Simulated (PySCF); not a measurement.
# C3H10OSi: the cost of one run

The runs use PySCF 2.14.0, with density-fitted response routines of our own; the level of theory stands in each step. All values are computed, except where a source is named. Atoms count from 0, in the outputs and in this text.

## (1) The starting structure

15 atoms, charge 0, multiplicity 1; geometry from: PBE0-D3(BJ)/def2-SVP.

Bonds of the start (Å): C0–C1 1.52, C1–C2 1.52, C1–O3 1.42, O3–Si4 1.66, C0–H5 1.10, C0–H6 1.10, C0–H7 1.10, C1–H8 1.11, C2–H9 1.10, C2–H10 1.10, C2–H11 1.10, Si4–H12 1.50, Si4–H13 1.49, Si4–H14 1.50.

## (2) Core holes by ΔSCF: SCAN, X2C

Job settings and geometry (Å):

```
{"job": {"kind": "xps"}, "charge": 0, "multiplicity": 1}
C     -0.672133     1.327996     0.462214
C     -0.321688    -0.148566     0.541830
C     -1.549524    -1.035141     0.597400
O      0.440219    -0.543630    -0.584896
Si     2.051962    -0.218361    -0.827916
H     -1.274431     1.636677     1.329928
H     -1.249321     1.530115    -0.453481
H      0.233332     1.954201     0.439946
H      0.277797    -0.319363     1.459981
H     -1.253580    -2.093411     0.629334
H     -2.158074    -0.812231     1.486469
H     -2.167561    -0.879688    -0.300458
H      2.817071    -0.440308     0.441690
H      2.524282    -1.152799    -1.885528
H      2.292053     1.189202    -1.276595
```

Method: delta-SCF UKS SCAN, pcX-2 on the ionised atom, pcseg-1 elsewhere, spin-free X2C.

The run is started by

```
$ OMP_NUM_THREADS=1 python probes_run.py task.json out
```

The driver reads the jobs from task.json and runs them one after another.

Q: Estimate the wall time and peak memory of this first job on 1 thread of Arm Neoverse N1, shared host.

About 67 s, with a peak of 0.67 GiB.
